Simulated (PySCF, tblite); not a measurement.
# C6H14O: a rotation path, then NMR shifts on frames

Aim: move C6H14O (`CCCOC(C)C`) away from its starting geometry and see how NMR shifts follow the geometry.

Programs: tblite 0.8.0 and PySCF 2.14.0, with density-fitted response routines of our own. Each step states its level of theory. These are calculated values for one molecule in the gas phase, unless marked as measured. Atoms are numbered from 0 throughout.

## Step 1: The molecule as given

21 atoms, charge 0, multiplicity 1; geometry from: GFN2-xTB.

Bonds of the start (Å): C0–C1 1.52, C1–C2 1.53, C2–O3 1.41, O3–C4 1.42, C4–C5 1.53, C4–C6 1.53, C0–H7 1.09, C0–H8 1.09, C0–H9 1.09, C1–H10 1.09, C1–H11 1.09, C2–H12 1.10, C2–H13 1.10, C4–H14 1.11, C5–H15 1.09, C5–H16 1.09, C5–H17 1.09, C6–H18 1.09, C6–H19 1.09, C6–H20 1.09.

## Step 2: The rotation path with GFN2-xTB

Job settings and geometry (Å):

```
{"job": {"kind": "neb", "xc": "GFN2-xTB", "basis": "xTB", "atoms": [0, 1, 2, 3], "turn": 120}, "charge": 0, "multiplicity": 1}
C      3.335556     0.089333    -0.046950
C      2.030750    -0.439447     0.532652
C      0.816850     0.174055    -0.157785
O     -0.345686    -0.349267     0.439844
C     -1.555937     0.301635     0.097837
C     -2.002408    -0.004880    -1.334531
C     -2.600499    -0.171567     1.104682
H      3.399759    -0.130583    -1.110415
H      3.404977     1.167037     0.085052
H      4.183858    -0.373254     0.450551
H      1.972622    -0.212500     1.598022
H      1.980545    -1.523130     0.420679
H      0.845302    -0.060180    -1.232752
H      0.836131     1.271251    -0.049071
H     -1.414989     1.393156     0.199602
H     -2.089786    -1.080218    -1.469253
H     -1.288326     0.382228    -2.057138
H     -2.967712     0.456470    -1.524620
H     -2.720012    -1.248398     1.023569
H     -3.555155     0.310835     0.915691
H     -2.274760     0.064368     2.113863
```

Method: GFN2-xTB climbing-image nudged elastic band, gas phase.

Launch:

```bash
$ OMP_NUM_THREADS=1 python probes_run.py task.json out
```

The driver reads the jobs from task.json and runs them one after another.

The program printed:

```text
image   E - E0 / eV
  0       0.0000
  1       0.0150
  2       0.0431
  3       0.0727
  4       0.0879
  5       0.0793
  6       0.0515
  7       0.0207
  8       0.0044
```

It took 6.4 s on 1 thread, shared host.

The final band, with the dihedral C0–C1–C2–O3:

| image | dihedral (°) | energy (eV) | energy (kcal/mol) |
| --- | --- | --- | --- |
| 0 | -179 | 0.000 | 0.0 |
| 1 | -165 | 0.015 | 0.3 |
| 2 | -151 | 0.043 | 1.0 |
| 3 | -137 | 0.073 | 1.7 |
| 4 | -122 | 0.088 | 2.0 |
| 5 | -108 | 0.079 | 1.8 |
| 6 | -94 | 0.052 | 1.2 |
| 7 | -80 | 0.021 | 0.5 |
| 8 | -65 | 0.004 | 0.1 |

## Step 3: Nuclear shieldings: image 0, PBE0/pcSseg-1

Job settings and geometry (Å):

```
{"job": {"kind": "nmr", "xc": "PBE0", "basis": "pcSseg-1", "pop": false}, "charge": 0, "multiplicity": 1}
C      3.335600     0.089300    -0.047000
C      2.030800    -0.439400     0.532700
C      0.816800     0.174100    -0.157800
O     -0.345700    -0.349300     0.439800
C     -1.555900     0.301600     0.097800
C     -2.002400    -0.004900    -1.334500
C     -2.600500    -0.171600     1.104700
H      3.399800    -0.130600    -1.110400
H      3.405000     1.167000     0.085100
H      4.183900    -0.373300     0.450600
H      1.972600    -0.212500     1.598000
H      1.980500    -1.523100     0.420700
H      0.845300    -0.060200    -1.232800
H      0.836100     1.271300    -0.049100
H     -1.415000     1.393200     0.199600
H     -2.089800    -1.080200    -1.469300
H     -1.288300     0.382200    -2.057100
H     -2.967700     0.456500    -1.524600
H     -2.720000    -1.248400     1.023600
H     -3.555200     0.310800     0.915700
H     -2.274800     0.064400     2.113900
```

With the program's defaults for keys left out, this is: GIAO PBE0/pcSseg-1 NMR shielding, non-relativistic, gas phase.

The program printed:

```text
coarse grid: 16288 points
cycle   1  E = -311.7316713516  dE =  5.450e-01  |g| = 6.399e-01  |ddm| = 3.709e+00
cycle   2  E = -311.6712096297  dE =  6.046e-02  |g| = 8.667e-01  |ddm| = 1.411e+00
cycle   3  E = -311.8185822209  dE = -1.474e-01  |g| = 1.089e-01  |ddm| = 9.269e-01
cycle   4  E = -311.8206695886  dE = -2.087e-03  |g| = 3.283e-02  |ddm| = 9.383e-02
cycle   5  E = -311.8209072311  dE = -2.376e-04  |g| = 3.863e-03  |ddm| = 2.832e-02
cycle   6  E = -311.8209100505  dE = -2.819e-06  |g| = 1.362e-03  |ddm| = 3.981e-03
final grid: 153664 points
cycle   7  E = -311.8745350447  dE = -4.466e-05  |g| = 1.284e-02  |ddm| = 3.015e-02
cycle   8  E = -311.8745084243  dE =  2.662e-05  |g| = 1.765e-02  |ddm| = 2.023e-02
cycle   9  E = -311.8745693121  dE = -6.089e-05  |g| = 1.778e-03  |ddm| = 1.236e-02
cycle  10  E = -311.8745699756  dE = -6.635e-07  |g| = 1.378e-04  |ddm| = 1.788e-03
cycle  11  E = -311.8745699795  dE = -3.845e-09  |g| = 4.543e-05  |ddm| = 1.612e-04
cycle  12  E = -311.8745699799  dE = -4.245e-10  |g| = 1.549e-05  |ddm| = 4.528e-05
converged SCF energy = -311.8745699799

GIAO shielding tensors (ppm)
atom      isotropic    diamagn.    paramagn.     s11        s22        s33       span
  0 C      175.218     246.041     -70.823    167.920    169.184    188.550     20.629
  1 C      158.598     247.708     -89.110    143.305    161.184    171.303     27.998
  2 C      110.878     247.774    -136.897     74.594     98.360    159.679     85.086
  3 O      258.154     402.004    -143.850    214.139    259.465    300.859     86.720
  4 C      110.093     242.088    -131.995     85.715     88.001    156.564     70.849
  5 C      165.280     249.987     -84.707    145.466    163.215    187.157     41.692
  6 C      160.550     247.539     -86.990    140.279    154.457    186.913     46.635
  7 H       30.919      29.100       1.819     26.494     29.253     37.011     10.517
  8 H       30.926      29.067       1.859     26.560     29.137     37.080     10.520
  9 H       30.499      26.621       3.878     25.960     27.710     37.827     11.868
 10 H       30.011      32.230      -2.220     25.345     30.051     34.636      9.291
 11 H       30.016      32.265      -2.249     25.312     30.086     34.648      9.336
 12 H       27.915      34.280      -6.364     22.750     29.104     31.892      9.142
 13 H       28.637      33.972      -5.335     24.792     28.754     32.366      7.574
 14 H       28.146      32.727      -4.582     25.929     27.318     31.190      5.262
 15 H       30.895      31.435      -0.540     28.266     28.504     35.914      7.649
 16 H       29.897      32.161      -2.264     24.911     29.604     35.175     10.264
 17 H       30.902      30.124       0.778     26.802     28.668     37.236     10.435
 18 H       30.479      30.499      -0.020     27.605     28.769     35.062      7.457
 19 H       30.841      29.104       1.737     26.620     28.635     37.268     10.649
 20 H       30.215      30.457      -0.242     26.055     28.292     36.299     10.244
```

Run time: 68 s. Hardware: 1 thread, shared host.

The references, computed at this level on geometries of the same kind, shield at (ppm): 1H TMS 31.72, 13C TMS 186.9, 17O H2O 336.1. Their shielding less the atom's gives the shift. The references are single molecules in the gas phase, so shifts against H2O, NH3, PH3, H3PO4 or CFCl3 are not on the usual liquid scales and can be off by tens of ppm. Each atom is listed at this fixed geometry, with no averaging over motion; a spectrum would average atoms that exchange fast.

| atoms | environment | σ (ppm) | δ (ppm) |
| --- | --- | --- | --- |
| C4 | sp3 CH bonded to O | 110.1 | 76.8 |
| C2 | sp3 CH2 bonded to O | 110.9 | 76.0 |
| C1 | sp3 CH2 | 158.6 | 28.3 |
| C6 | methyl carbon | 160.5 | 26.4 |
| C5 | methyl carbon | 165.3 | 21.6 |
| C0 | methyl carbon | 175.2 | 11.7 |
| H12 | hydrogen on an sp3 CH2 bonded to O | 27.92 | 3.80 |
| H14 | hydrogen on an sp3 CH bonded to O | 28.15 | 3.57 |
| H13 | hydrogen on an sp3 CH2 bonded to O | 28.64 | 3.08 |
| H16 | hydrogen on a methyl carbon | 29.90 | 1.82 |
| H10 | hydrogen on an sp3 CH2 | 30.01 | 1.71 |
| H11 | hydrogen on an sp3 CH2 | 30.02 | 1.70 |
| H20 | hydrogen on a methyl carbon | 30.22 | 1.50 |
| H18 | hydrogen on a methyl carbon | 30.48 | 1.24 |
| H9 | hydrogen on a methyl carbon | 30.50 | 1.22 |
| H19 | hydrogen on a methyl carbon | 30.84 | 0.88 |
| H15 | hydrogen on a methyl carbon | 30.89 | 0.82 |
| H17 | hydrogen on a methyl carbon | 30.90 | 0.81 |
| H7 | hydrogen on a methyl carbon | 30.92 | 0.80 |
| H8 | hydrogen on a methyl carbon | 30.93 | 0.79 |
| O3 | ether oxygen | 258.2 | 77.9 |

## Step 4: Shielding tensors: image 2, PBE0/pcSseg-1

Job settings and geometry (Å):

```
{"job": {"kind": "nmr", "xc": "PBE0", "basis": "pcSseg-1", "pop": false}, "charge": 0, "multiplicity": 1}
C      3.300200     0.246100     0.180400
C      2.048300    -0.604900     0.338700
C      0.830100     0.033400    -0.332600
O     -0.322100    -0.384300     0.364100
C     -1.516800     0.311500     0.057200
C     -2.092100    -0.087900    -1.304300
C     -2.514700    -0.003900     1.168500
H      3.521600     0.410700    -0.872000
H      3.160600     1.213300     0.657900
H      4.153700    -0.243700     0.642400
H      1.807400    -0.724500     1.395300
H      2.217200    -1.598800    -0.077900
H      0.783900    -0.262300    -1.391100
H      0.908300     1.132500    -0.290500
H     -1.309100     1.397000     0.051700
H     -2.282900    -1.157900    -1.316600
H     -1.403400     0.159900    -2.108500
H     -3.027500     0.436600    -1.478200
H     -2.673100    -1.076900     1.224500
H     -3.463600     0.484000     0.963100
H     -2.135000     0.337100     2.127600
```

Method: GIAO PBE0/pcSseg-1 NMR shielding, non-relativistic, gas phase.

The program printed:

```text
coarse grid: 16288 points
cycle   1  E = -311.7284069380  dE =  5.414e-01  |g| = 6.408e-01  |ddm| = 3.709e+00
cycle   2  E = -311.6666007411  dE =  6.181e-02  |g| = 8.709e-01  |ddm| = 1.387e+00
cycle   3  E = -311.8155847186  dE = -1.490e-01  |g| = 1.095e-01  |ddm| = 9.064e-01
cycle   4  E = -311.8176950341  dE = -2.110e-03  |g| = 3.300e-02  |ddm| = 9.324e-02
cycle   5  E = -311.8179352131  dE = -2.402e-04  |g| = 3.830e-03  |ddm| = 2.804e-02
cycle   6  E = -311.8179379610  dE = -2.748e-06  |g| = 1.376e-03  |ddm| = 3.824e-03
final grid: 153664 points
cycle   7  E = -311.8719973813  dE = -4.787e-05  |g| = 1.284e-02  |ddm| = 3.124e-02
cycle   8  E = -311.8719711701  dE =  2.621e-05  |g| = 1.762e-02  |ddm| = 1.999e-02
cycle   9  E = -311.8720316379  dE = -6.047e-05  |g| = 1.790e-03  |ddm| = 1.207e-02
cycle  10  E = -311.8720323113  dE = -6.733e-07  |g| = 1.577e-04  |ddm| = 1.802e-03
cycle  11  E = -311.8720323164  dE = -5.105e-09  |g| = 4.862e-05  |ddm| = 1.878e-04
cycle  12  E = -311.8720323169  dE = -4.895e-10  |g| = 1.654e-05  |ddm| = 4.864e-05
converged SCF energy = -311.8720323169

GIAO shielding tensors (ppm)
atom      isotropic    diamagn.    paramagn.     s11        s22        s33       span
  0 C      173.301     246.257     -72.956    159.170    173.991    186.741     27.571
  1 C      158.292     248.235     -89.943    138.580    161.737    174.559     35.979
  2 C      111.230     247.638    -136.408     71.849    102.088    159.754     87.905
  3 O      255.580     401.774    -146.194    204.746    254.748    307.247    102.501
  4 C      109.876     241.922    -132.047     84.933     87.645    157.048     72.116
  5 C      165.039     249.737     -84.699    145.707    162.329    187.080     41.373
  6 C      160.636     247.470     -86.834    140.535    154.248    187.125     46.590
  7 H       30.915      28.855       2.060     26.582     29.116     37.047     10.465
  8 H       30.835      29.764       1.071     26.539     29.359     36.609     10.070
  9 H       30.564      26.762       3.802     25.939     27.696     38.056     12.118
 10 H       30.105      32.594      -2.490     25.253     30.775     34.286      9.033
 11 H       29.792      31.757      -1.965     25.245     29.325     34.806      9.561
 12 H       27.592      33.719      -6.127     22.807     29.050     30.920      8.113
 13 H       28.940      34.380      -5.440     24.658     28.727     33.435      8.777
 14 H       28.208      32.831      -4.623     26.040     27.526     31.058      5.018
 15 H       30.894      31.240      -0.347     28.202     28.583     35.897      7.695
 16 H       29.945      31.983      -2.038     24.947     29.645     35.242     10.295
 17 H       30.957      30.099       0.857     26.903     28.655     37.312     10.409
 18 H       30.486      30.531      -0.045     27.641     28.740     35.079      7.437
 19 H       30.878      29.210       1.669     26.579     28.809     37.247     10.668
 20 H       30.220      30.530      -0.311     26.094     28.233     36.332     10.238
```

Run time: 71 s. Hardware: 1 thread, shared host.

Key values: δ C4 77.0, C2 75.7, C1 28.6, C6 26.3, H12 4.12, H14 3.51 ppm.

[end of part 1 of 2]
